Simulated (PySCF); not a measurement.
# C3H5F3O (CF3(CH2)2OH): the cost of one run

Computed with PySCF 2.14.0, with density-fitted response routines of our own, on a single molecule, in the gas phase or a continuum. Atoms are numbered from 0 throughout.

## Step 1: The starting structure

12 atoms, charge 0, multiplicity 1; geometry from: GFN2-xTB. The atoms were then displaced at random by about 0.01 Å, so the start is not that level's minimum.

Bonds of the start (Å): O0–C1 1.43, C1–C2 1.55, C2–C3 1.47, C3–F4 1.37, C3–F5 1.34, C3–F6 1.34, O0–H7 0.96, C1–H8 1.11, C1–H9 1.08, C2–H10 1.09, C2–H11 1.11.

## Step 2: Relaxing the molecule at PBE0-D3(BJ)/def2-TZVP

Job settings and geometry (Å):

```
{"job": {"xc": "PBE0", "basis": "def2-TZVP", "d3": "d3bj", "grid": 2, "shake": 0.01, "kind": "geom"}, "charge": 0, "multiplicity": 1}
O      2.164350    -0.792880     0.137250
C      1.021550    -0.038440    -0.285140
C     -0.241240    -0.361870     0.547400
C     -1.390540     0.418280     0.062760
F     -2.525080     0.142440     0.778770
F     -1.240830     1.748860     0.135000
F     -1.720560     0.142170    -1.209130
H      2.411270    -0.491830     1.018630
H      1.220840     1.052120    -0.224600
H      0.853350    -0.323380    -1.313380
H     -0.457820    -1.427720     0.496660
H     -0.055590    -0.096020     1.611470
```

Launch:

```console
$ OMP_NUM_THREADS=1 python probes_run.py task.json out
```

The driver reads the jobs from task.json and runs them one after another.

Q: Estimate the wall time and peak memory of this first job on 1 thread of AMD EPYC 7R43, shared host.

About 3.4 min, with a peak of 1.1 GiB.
